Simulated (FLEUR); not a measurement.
## Cl under changes of volume

One of the cells (28.467 Å³/atom); the others are scaled copies at fixed shape and fractional positions:

```xyz
4
Lattice="3.1239 -2.2349 0.0000 3.1239 2.2349 0.0000 0.0000 0.0000 8.1549" Properties=species:S:1:pos:R:3 pbc="T T T"
Cl    3.1239    0.5811    3.2620
Cl    3.1239    1.6538    7.3394
Cl    3.1239   -0.5811    4.8929
Cl    3.1239   -1.6538    0.8155
```

```yaml
Program: FLEUR MaX-R8.1 (later development tree)
Functional: PBEsol
Potentials_or_basis: all-electron
Basis: FLAPW
Kmax: 5.73 1/bohr
k_mesh: 7 × 7 × 4
Occupations: fermi-dirac, width 0.05 eV
Spin: no spin polarisation
```

```tsv
volume (Å³/atom)	energy over the lowest point (meV/atom)	gap on the mesh (eV)
27.305	2.26	2.65
27.886	0.00	2.57
28.467	0.04	2.50
29.048	?	?
29.629	6.05	2.36
```

Problem. What does the run at 29.048 Å³/atom give?

Solution. Energy over the lowest point 2.13 meV/atom; gap on the mesh 2.43 eV.

Worked out: A Birch-Murnaghan fit of order 2 (a polynomial in V^(-2/3)) to the other rows has its minimum at 28.17 Å³/atom with B0 = V·E''(V) = 29 GPa at fixed shape and positions, which overstates the stiffness. It gives 2.12 meV/atom at 29.048 Å³/atom, against the run's 2.13. A straight line through the other rows of the gap, of slope -3.53 eV per unit of ln V, gives 2.43 eV, against the run's 2.43.

Energies are extrapolated to zero smearing.

Caveats: an odd mesh through Γ misses points on the zone boundary, where band edges often lie.
